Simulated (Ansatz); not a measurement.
**C3H7ClGeO: how energies converge with the basis set**

An exercise on one series of results from a longer session: the logs are not shown, and one member is left open.

Computed with Ansatz 0.2.0, Gaussian basis. Level: one geometry, several basis sets.

Plan: PBE0-D4/def2-SVP; ωB97M-V/def2-SVP; PBE0-D4/def2-QZVPP; ωB97M-V/def2-QZVPP; the functionals' def2-TZVPP values are taken from earlier runs.

**Structure used throughout**

The geometry comes from an earlier relaxation with PBE0-D4 in a triple-zeta def2 set; it is a stationary point, not always the lowest conformer.

SMILES `CC(C)[O][Ge][Cl]`, 13 atoms, charge 0, spin multiplicity 1.

Atoms are counted from 1 here; the program's logs count them from 0.

Bond lengths: C1–C2 1.514 Å, C1–H7 1.092 Å, C1–H8 1.092 Å, C1–H9 1.092 Å, C2–C3 1.514 Å, C2–O4 1.424 Å, C2–H10 1.103 Å, C3–H11 1.092 Å, C3–H12 1.093 Å, C3–H13 1.092 Å, O4–Ge5 1.776 Å, Ge5–Cl6 2.187 Å. Angles: C2–C1–H7 110.0°, C2–C1–H8 110.8°, C2–C1–H9 110.7°, H7–C1–H8 108.2°, H7–C1–H9 108.7°, H8–C1–H9 108.4°, C1–C2–C3 112.5°, C1–C2–O4 108.6°, C1–C2–H10 108.6°, C3–C2–O4 108.6°, C3–C2–H10 108.6°, O4–C2–H10 109.8°, C2–C3–H11 110.8°, C2–C3–H12 110.7°, C2–C3–H13 110.0°, H11–C3–H12 108.4°, H11–C3–H13 108.2°, H12–C3–H13 108.6° and more.

The first run:

in.yaml

```yaml
crystal:
  periodic: [false, false, false]
  atoms:
    - {symbol: C, position_ang: [-1.204338, -0.859560, -0.319383]}
    - {symbol: C, position_ang: [0.169390, -0.232698, -0.204895]}
    - {symbol: C, position_ang: [0.872435, -0.607616, 1.082867]}
    - {symbol: O, position_ang: [0.027147, 1.183506, -0.248686]}
    - {symbol: Ge, position_ang: [0.788357, 2.118357, -1.552262]}
    - {symbol: Cl, position_ang: [0.097276, 4.081533, -0.880237]}
    - {symbol: H, position_ang: [-1.840090, -0.516957, 0.500332]}
    - {symbol: H, position_ang: [-1.681078, -0.579384, -1.260854]}
    - {symbol: H, position_ang: [-1.136541, -1.949127, -0.277053]}
    - {symbol: H, position_ang: [0.784599, -0.573603, -1.054791]}
    - {symbol: H, position_ang: [1.862243, -0.149358, 1.131829]}
    - {symbol: H, position_ang: [0.989085, -1.691273, 1.157957]}
    - {symbol: H, position_ang: [0.291917, -0.258520, 1.939974]}
basis:
  gaussian: {orbitals: def2-SVP}
hamiltonian: {xc: pbe0, dispersion: d4}
output: {orbitals: {seedname: orbitals}}
```

Launch:

```sh
ansatz run in.yaml --threads 4 --pin off --events-out ev --progress --plain --max-ram 11315MiB
```

Steps of the session up to this table: PBE0-D4 in def2-SVP; ωB97M-V in def2-SVP; PBE0-D4 in def2-QZVPP; ωB97M-V in def2-QZVPP.

One table of the session follows, with a row left open; its other results are not shown here.

It belongs to the step «Functionals by basis». 

```
functional       basis  HOMO (eV)  LUMO (eV)
   PBE0-D4    def2-SVP          ?          ?
   PBE0-D4  def2-TZVPP      -7.56      -2.20
   PBE0-D4  def2-QZVPP      -7.61      -2.26
   ωB97M-V    def2-SVP      -9.61      -0.11
   ωB97M-V  def2-TZVPP      -9.73      -0.26
   ωB97M-V  def2-QZVPP      -9.79      -0.40
```

Q: Estimate the row for PBE0-D4, def2-SVP from the others.

The run gave: HOMO (eV): -7.47; LUMO (eV): -2.10. In the column «HOMO (eV)» it is the highest.
